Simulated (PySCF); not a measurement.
**C6H7N (SMILES C=C1CC(C#N)C1): levels of theory compared**

Aim: a comparison of 6 runs (BLYP/6-31G*, PBE/6-31G*, SVWN5/6-31G*, r2SCAN/6-31G*, revPBE/6-31G*, CCSD(T)/6-31G*) of C6H7N. The job is set up through a Python script.

The calculation is run with PySCF 2.14.0.

## Step 1: The structure to begin with

C6H7N: 14 atoms, total charge 0, spin state singlet. SMILES: `C=C1CC(C#N)C1`. The coordinates come from a GFN2-xTB relaxation.

Bond lengths: C1–C2 1.315 Å, C2–C3 1.506 Å, C3–C4 1.550 Å, C4–C5 1.434 Å, C5–N6 1.144 Å, C2–C7 1.506 Å, C4–C7 1.550 Å, C1–H8 1.077 Å, C1–H9 1.077 Å, C3–H10 1.090 Å, C3–H11 1.089 Å, C4–H12 1.092 Å, C7–H13 1.090 Å, C7–H14 1.089 Å. Some angles: C1–C2–C3 133.6°, C1–C2–C7 133.6°, C3–C2–C7 92.9°, C2–C3–C4 88.8°, C3–C4–C5 114.7°, C3–C4–C7 89.5°, C5–C4–C7 114.6°, C4–C5–N6 178.3°, C2–C7–C4 88.8°, C2–C1–H8 121.6°.

## Step 2: A single-point energy at BLYP/6-31G(d) (spherical functions) (run 1)

run.py reads:

```python
# C=C1CC(C#N)C1
from pyscf import gto, dft

system = gto.Mole()
system.atom = '''
C     -1.023589    -2.837802     2.953226
C     -0.557016    -1.126144     1.211976
C      0.173175     1.621971     1.309335
C      0.017442     1.701793    -1.614128
C      2.331998     2.371606    -2.853014
N      4.208288     2.858249    -3.810349
C     -0.589651    -1.163637    -1.632742
H     -1.544568    -4.743005     2.463334
H     -0.901928    -2.402106     4.937193
H      2.061616     1.965863     2.057761
H     -1.158062     2.855414     2.280238
H     -1.510798     2.884648    -2.337497
H      0.886886    -2.326744    -2.476297
H     -2.393829    -1.660087    -2.489034
'''
system.unit = 'bohr'
system.basis = '6-31g*'
system.charge = 0
system.max_memory = 1860
system.verbose = 3
system.build()

mf = dft.RKS(system)
mf.xc = 'blyp'
mf.conv_tol = 1e-10
mf.grids.level = 5
mf.kernel()
if not mf.converged:
    mf = mf.newton().run(mf.mo_coeff, mf.mo_occ)

e_final = mf.e_tot
print('E(%s) = %.9f' % ('BLYP', e_final))
```

Launch:

```
$ OMP_NUM_THREADS=1 python run.py
```

The log of the run:

```text
converged SCF energy = -287.389881093549
E(BLYP) = -287.389881094
```

It took 41 s on 1 thread of Intel Xeon at 2.70GHz, shared host; peak memory 0.62 GiB.

## Step 3: A single-point energy at PBE/6-31G(d) (spherical functions) (run 2)

calc.py reads:

```python
from pyscf import gto, dft

mol = gto.M(
    atom='''
C     -0.541660    -1.501700     1.562780
C     -0.294760    -0.595930     0.641350
C      0.091640     0.858310     0.692870
C      0.009230     0.900550    -0.854160
C      1.234040     1.255000    -1.509750
N      2.226930     1.512520    -2.016350
C     -0.312030    -0.615770    -0.864010
H     -0.817350    -2.509890     1.303540
H     -0.477280    -1.271140     2.612650
H      1.090960     1.040290     1.088920
H     -0.612820     1.511020     1.206650
H     -0.799480     1.526490    -1.236950
H      0.469320    -1.231260    -1.310400
H     -1.266760    -0.878480    -1.317140
''',
    spin=0,
    max_memory=1860,
    basis='6-31g*',
    verbose=3,
)

calc0 = dft.RKS(mol)
calc0.xc = 'pbe'
calc0.grids.level = 5
calc0.conv_tol = 1e-10
calc0.kernel()
if not calc0.converged:
    calc0 = calc0.newton().run(calc0.mo_coeff, calc0.mo_occ)

energy = calc0.e_tot
print('E = %.10f Eh' % energy)
```

Launch:

```
$ OMP_NUM_THREADS=1 python calc.py
```

The log of the run:

```text
converged SCF energy = -287.148526096437
E = -287.1485260964 Eh
```

It took 50 s on 1 thread of Intel Xeon at 2.70GHz, shared host; peak memory 0.62 GiB.

Runs 3 to 5 aren't shown in full; the table further down has their settings and results.

## Step 4: A single-point energy at CCSD(T)/6-31G(d) (spherical functions) (run 6)

job.py reads:

```python
from pyscf import gto, cc

mol = gto.Mole()
mol.atom = '''
C   -0.541660  -1.501700   1.562780
C   -0.294760  -0.595930   0.641350
C    0.091640   0.858310   0.692870
C    0.009230   0.900550  -0.854160
C    1.234040   1.255000  -1.509750
N    2.226930   1.512520  -2.016350
C   -0.312030  -0.615770  -0.864010
H   -0.817350  -2.509890   1.303540
H   -0.477280  -1.271140   2.612650
H    1.090960   1.040290   1.088920
H   -0.612820   1.511020   1.206650
H   -0.799480   1.526490  -1.236950
H    0.469320  -1.231260  -1.310400
H   -1.266760  -0.878480  -1.317140
'''
mol.basis = '6-31g*'
mol.max_memory = 1860
mol.spin = 0
mol.charge = 0
mol.verbose = 3
mol.build()

calc0 = mol.RHF()
calc0.conv_tol = 1e-10
calc0.kernel()
if not calc0.converged:
    calc0 = calc0.newton().run(calc0.mo_coeff, calc0.mo_occ)

mycc = cc.CCSD(calc0, frozen=7)
mycc.kernel()
e_t = mycc.ccsd_t()
e_final = mycc.e_tot + e_t
print(f'total energy: {e_final:.8f} hartree')
```

Launch:

```
$ OMP_NUM_THREADS=1 python job.py
```

The log of the run:

```text
converged SCF energy = -285.67454218869
E(CCSD) = -286.628680058345  E_corr = -0.9541378696545997
CCSD(T) correction = -0.036536698423607
total energy: -286.66521676 hartree
```

It took 2.4 min on 1 thread of Intel Xeon at 2.70GHz, shared host; peak memory 1.1 GiB.

## Step 5: The series

```csv
run,level,integration grid,frozen core orbitals,energy (Eh),dipole moment (D) of the reference,HOMO energy (eV),LUMO energy (eV),wall time
1,BLYP/6-31G* (spherical functions),5,–,-287.389881,3.72,-5.96,-0.66,41 s
2,PBE/6-31G* (spherical functions),5,–,-287.148526,3.74,-6.16,-0.85,50 s
3,SVWN5/6-31G* (spherical functions),5,–,-284.904412,3.80,-6.26,-1.01,24 s
4,r2SCAN/6-31G* (spherical functions),5,–,-287.346669,3.89,-6.44,-0.70,70 s
5,revPBE/6-31G* (spherical functions),5,–,-287.446439,3.74,-6.12,-0.79,50 s
6,CCSD(T)/6-31G* (spherical functions),–,7,-286.665217,4.10,-9.96,4.04,2.4 min
```

## Step 6: What came out

```
                                          quantity          value
                               run 6: total energy  -286.66522 Eh
       run 6: dipole moment (Hartree–Fock density)         4.10 D
        run 6: HOMO energy (Hartree–Fock orbitals)       -9.96 eV
        run 6: LUMO energy (Hartree–Fock orbitals)        4.04 eV
      run 6: HOMO–LUMO gap (Hartree–Fock orbitals)       14.00 eV
run 6: correlation energy (7 core orbitals frozen)     -990.7 mEh
                             run 6: (T) correction     -36.54 mEh
                              run 6: T1 diagnostic          0.011
```

In words: Over runs 1, 2, 3, 4, 5 the dipole moment (its size) runs from 3.72 D (BLYP/6-31G*) to 3.89 D (r2SCAN/6-31G*). Over runs 1, 2, 3, 4, 5 the HOMO–LUMO gap runs from 5.26 eV (SVWN5/6-31G*) to 5.73 eV (r2SCAN/6-31G*). Totals of different functionals can't be ranked against each other. All runs together took 6.3 min, the longest 2.4 min.
